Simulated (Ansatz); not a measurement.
Task: a ladder of methods at one geometry of Br₂FHSi, SMILES F[SiH](Br)Br, with Ansatz 0.2.0 through its Python package. Give the script and its output. Use (for the species named): LDA, def2-SVP basis, multiplicity 1. The script varies functional: lda, pbe, hf, lc_wpbe.

```xyz
5

F    -0.7000    0.1236    1.5047
Si   -0.0197    0.1305    0.0670
Br    1.6812   -1.2382    0.1572
Br   -1.3617   -0.5815   -1.4675
H     0.4500    1.4919   -0.3027
```

`br2fhsi_methods.py`
```python
"""One geometry of Br2FHSi, method by method."""

from pathlib import Path

import ansatz as az
import numpy as np

geometry_ang = [
    ("F", (-0.7, 0.1236, 1.5047)),
    ("Si", (-0.0197, 0.1305, 0.067)),
    ("Br", (1.6812, -1.2382, 0.1572)),
    ("Br", (-1.3617, -0.5815, -1.4675)),
    ("H", (0.45, 1.4919, -0.3027)),
]
geometry = az.Crystal.molecule()
for symbol, xyz in geometry_ang:
    geometry = geometry.atom(symbol, xyz)

calc = geometry.calculation().basis(gaussian="def2-SVP")

print("functional    E (Ha)        dipole (D)   HOMO (eV)  LUMO (eV)")
for name in ["lda", "pbe", "hf", "lc_wpbe"]:
    report = calc.functional(name).forces().orbitals().run(threads=1, backend="cpu", runs_dir="runs").report
    lines = Path(report["orbitals_path"]).read_text().splitlines()
    field_of = lambda key: [line.split("=")[1].strip() for line in lines if line.startswith(key)]
    orbitals = [(27.211386 * float(e), s, float(n)) for e, s, n in zip(field_of("Ene="), field_of("Spin="), field_of("Occup="))]
    homo = max(e for e, _, n in orbitals if n > 0.5)
    lumo = min(e for e, _, n in orbitals if n < 0.5)
    dipole = 4.803205 * np.linalg.norm(report["charge_distribution"]["dipole_moment_e_ang"])
    print(f"{name:10s} {report['free_energy_ev'] / 27.211386246:14.6f} {dipole:9.3f} {homo:11.3f} {lumo:10.3f}")
```

```console
$ python br2fhsi_methods.py
functional    E (Ha)        dipole (D)   HOMO (eV)  LUMO (eV)
lda          -5528.683446     0.950      -7.430     -1.087
pbe          -5536.582319     0.899      -7.303     -0.854
hf           -5533.137335     1.262     -11.634      3.893
lc_wpbe      -5536.745074     1.065     -11.376      2.434
```

Notes:
- Total energies depend on the basis set; only differences at equal settings carry meaning.
- The geometry is a force-field or estimated start, not a minimum of this method, and the basis set is short of its limit. A lower total doesn't mark the better method: functionals have no common bound, and MP2 and coupled cluster aren't variational.
- Levels such as HOMO and LUMO are orbital energies: with these approximate functionals they aren't the ionisation energy and electron affinity, and their gap isn't the fundamental gap.
- Timing: 11 s on 1 thread of Intel(R) Xeon(R) Processor @ 2.30GHz, with other jobs on the host, peak memory 0.33 GiB.
